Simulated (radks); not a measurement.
**Numerical settings for Pr**

Aim: see which numerical settings matter for neutral praseodymium. Each run changes a setting or two against a run with the defaults. The defaults are a mesh step of 0.008 in ln r, a mesh end at 40 bohr or more, Anderson mixing 0.5 over 9 steps and a tight residual threshold, with the energy settled to 1e-9 hartree as well; every run has a cap on iterations.

Method: Dirac Kohn-Sham, PBEsol, spin-unpolarised, spherical densities, finite nucleus; open shells are shared between the two j in proportion to 2j + 1. Code: radks (a radial shooting solver on a logarithmic mesh, Libxc functionals) version 1.

## 1. The atom as given

* element: praseodymium (Z = 59)
* charge: 0
* electrons: 59
* configuration: [Xe] 4f3 6s2
* nuclear rms radius: 4.8919 fm

The outer shells:

Pr
```
[Xe] core
4f [↑ ][↑ ][↑ ][  ][  ][  ][  ]
6s [↑↓]
```

## 2. Default settings

Input:

```text
Z 59
configuration [Xe] 4f3 6s2
relativity Dirac
functional pbe_sol,pbe_sol
spin unpolarised
j_filling average
nucleus finite rms 4.8919 fm
c 137.035999084
max_iterations 55
```

Started as:

```bash
> python run_ks.py task.json out
```

All runs below come from this command, one after another.

## 3. Mesh step in ln r 0.05

Input: that of step 2 with these lines changed.

```diff
@@ -8,2 +8,3 @@
 c 137.035999084
+mesh_step 0.05
 max_iterations 55
```

## 4. Mesh step in ln r 0.003

Input: that of step 3 with these lines changed.

```diff
@@ -8,3 +8,3 @@
 c 137.035999084
-mesh_step 0.05
+mesh_step 0.003
 max_iterations 55
```

## 5. Mesh step in ln r 0.02

Input: that of step 4 with these lines changed.

```diff
@@ -8,3 +8,3 @@
 c 137.035999084
-mesh_step 0.003
+mesh_step 0.02
 max_iterations 55
```

## 6. Mesh end (bohr) 5

Input: that of step 5 with these lines changed.

```diff
@@ -8,3 +8,3 @@
 c 137.035999084
-mesh_step 0.02
+mesh_end 5
 max_iterations 55
```

## 7. Mesh end (bohr) 2

Input: that of step 6 with these lines changed.

```diff
@@ -8,3 +8,3 @@
 c 137.035999084
-mesh_end 5
+mesh_end 2
 max_iterations 55
```

## 8. Residual threshold 0.01

Input: that of step 7 with these lines changed.

```diff
@@ -8,3 +8,3 @@
 c 137.035999084
-mesh_end 2
+threshold 0.01
 max_iterations 55
```

## 9. Residual threshold 1e-16

Input: that of step 8 with these lines changed.

```diff
@@ -8,3 +8,3 @@
 c 137.035999084
-threshold 0.01
+threshold 1e-16
 max_iterations 55
```

## 10. Mixing 0.2

Input: that of step 9 with these lines changed.

```diff
@@ -8,3 +8,3 @@
 c 137.035999084
-threshold 1e-16
+mixing 0.2
 max_iterations 55
```

## 11. Mixing history 1, mixing 0.2

Input: that of step 10 with these lines changed.

```diff
@@ -8,2 +8,3 @@
 c 137.035999084
+history 1
 mixing 0.2
```

## 12. Mixing history 1, mixing 0.05

Input: that of step 11 with these lines changed.

```diff
@@ -9,3 +9,3 @@
 history 1
-mixing 0.2
+mixing 0.05
 max_iterations 55
```

## 13. Mixing history 20

Input: that of step 12 with these lines changed.

```diff
@@ -8,4 +8,3 @@
 c 137.035999084
-history 1
-mixing 0.05
+history 20
 max_iterations 55
```

## 14. Iteration cap 2

Input: that of step 13 with these lines changed.

```diff
@@ -8,3 +8,2 @@
 c 137.035999084
-history 20
-max_iterations 55
+max_iterations 2
```

What does the calculation give? Wanted: for each run, setting; iterations; converged; change of E.

**Answer**, as computed:

```csv
setting,mesh points,iterations,converged,change of E (mhartree),time
Default settings,2440,14,yes,0,-
mesh step in ln r 0.05,391,14,yes,-0.04455,0.05 s
mesh step in ln r 0.003,6507,14,yes,0,0.49 s
mesh step in ln r 0.02,976,14,yes,+0.0002637,0.09 s
mesh end (bohr) 5,1929,14,no,-,0.14 s
mesh end (bohr) 2,1814,13,no,-,0.13 s
residual threshold 0.01,2440,8,yes,+0.0003196,0.14 s
residual threshold 1e-16,2440,55,no,-,0.41 s
mixing 0.2,2440,17,yes,0,0.23 s
"mixing history 1, mixing 0.2",2440,55,no,-,0.52 s
"mixing history 1, mixing 0.05",2440,55,no,-,0.6 s
mixing history 20,2440,19,yes,0,0.24 s
iteration cap 2,2440,2,no,-,0.04 s
```

In words: A zero stands for a change under the printed digits. No run that converges misses the default energy by more than 1 mhartree. Not converged or rejected: mesh end (bohr) 5; mesh end (bohr) 2; residual threshold 1e-16; mixing history 1, mixing 0.2; mixing history 1, mixing 0.05; iteration cap 2. A mesh that ends early acts as a hard wall.
